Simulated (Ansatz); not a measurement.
# CO2: relaxing cell and atoms at 5 GPa

Wanted: the geometry at rest of CO2 (a database entry, slightly rescaled), relaxing cell and atoms at 5 GPa, and its electronic structure there.

All numbers below are computed with Ansatz 0.2.0 (DFT, r2SCAN, no spin polarisation, plane waves, PAW).

## 1. Geometry

Symmetry: Pa-3, No. 205, cubic system. The conventional cell has a = 5.587 Å, b = 5.587 Å, c = 5.587 Å, α = 90.00°, β = 90.00°, γ = 90.00°. Around C (site symmetry -3) lie 2 O at 1.09 Å. Around O (site symmetry 3) lie 1 C at 1.09 Å.

In its conventional cell, by symmetry (the run takes the cell typed in the input):

```cif
data_structure
_symmetry_space_group_name_H-M 'Pa-3'
_symmetry_Int_Tables_number 205
_cell_length_a 5.5874
_cell_length_b 5.5874
_cell_length_c 5.5874
_cell_angle_alpha 90.000
_cell_angle_beta 90.000
_cell_angle_gamma 90.000
_cell_volume 174.43
loop_
_atom_site_label
_atom_site_type_symbol
_atom_site_symmetry_multiplicity
_atom_site_Wyckoff_symbol
_atom_site_fract_x
_atom_site_fract_y
_atom_site_fract_z
_atom_site_occupancy
C1 C 4 a 0.00000 0.00000 0.00000 1
O1 O 8 c 0.11300 0.11300 0.11300 1
```

The first density is read from a saved solution for the starting cell.

## 2. Relaxing

input.yaml

```yaml
crystal:
  lattice:
    - [5.58739822, 0.0, 0.0]
    - [0.0, 5.58739822, 0.0]
    - [0.0, 0.0, 5.58739822]
  atoms:
    - { symbol: C, position: [0.0, 0.0, 0.0] }
    - { symbol: C, position: [0.5, 0.0, 0.5] }
    - { symbol: C, position: [0.5, 0.5, 0.0] }
    - { symbol: C, position: [0.0, 0.5, 0.5] }
    - { symbol: O, position: [0.113, 0.113, 0.113] }
    - { symbol: O, position: [0.387, 0.887, 0.613] }
    - { symbol: O, position: [0.613, 0.387, 0.887] }
    - { symbol: O, position: [0.887, 0.613, 0.387] }
    - { symbol: O, position: [0.887, 0.887, 0.887] }
    - { symbol: O, position: [0.613, 0.113, 0.387] }
    - { symbol: O, position: [0.387, 0.613, 0.113] }
    - { symbol: O, position: [0.113, 0.387, 0.613] }
  symmetry: { tolerance: 0.0003 }
kpoints:
  mp_grid: { grid: [5, 5, 5], shift: [0, 0, 0] }
magnetization:
  spin_polarized: false
scf:
  occupations: { method: cold, width: 0.1501 }
  lower_state_search: "off"
hamiltonian:
  pseudopotentials: { kind: paw }
  xc: r2scan
basis:
  ecutwfc: 500
  fft_grid_basis: typed
relax:
  max_steps: 80
  cell: { p_target: 5.0 }
output:
  forces: true
  stress: true
  eigenvalues: true
  bader: true
  populations: true
  elf: true
  write_potential: true
  volumetric_format: npy
  dos:
    e_range: [-12, 8]
    de: 0.05
    projected: { site_lists: { C: [C], O: [O] } }
checkpoint:
  read: saved_state
```

Started as:

```sh
> ansatz run input.yaml --threads 2 --pin off --max-ram 3584MiB --backend cpu --events-out ev --progress --plain --runs-dir out
```

**Question.** What will these runs give? Wanted: moves; largest move; cell; volume; pressure at the end; gap; Bader charges.

The runs gave:

```
                            quantity                                                                      value
                               moves                                                                          4
                        largest move                                                                 0.15 Å (O)
space group (0.01 Å), before / after                                                                Pa-3 / Pa-3
                                cell  a = 5.143 Å, b = 5.143 Å, c = 5.143 Å, α = 90.00°, β = 90.00°, γ = 90.00°
                              volume                                                    11.33 Å³/atom (-22.0 %)
                 pressure at the end                                                                   5.02 GPa
                          gap (mesh)                                                            7.90 eV, direct
                       Bader charges                                                         C +2.41, O -1.21 e
```

**Reading.** The volume shrank by 22.0 %, and the largest move of an atom is 0.15 Å apart from the change of the cell. With 24 symmetry operations imposed, the end may be a saddle point towards distortions that break them. The levels show a gap of 7.90 eV, direct at the points sampled; within 0.7 eV of the edges the states project mainly on O p (99 %) below and C p (52 %) and O p (37 %) above. Gaps from semilocal functionals tend to lie below the measured ones. By Bader's partition C gives up most (+2.41 e) and O takes most (-1.21 e).
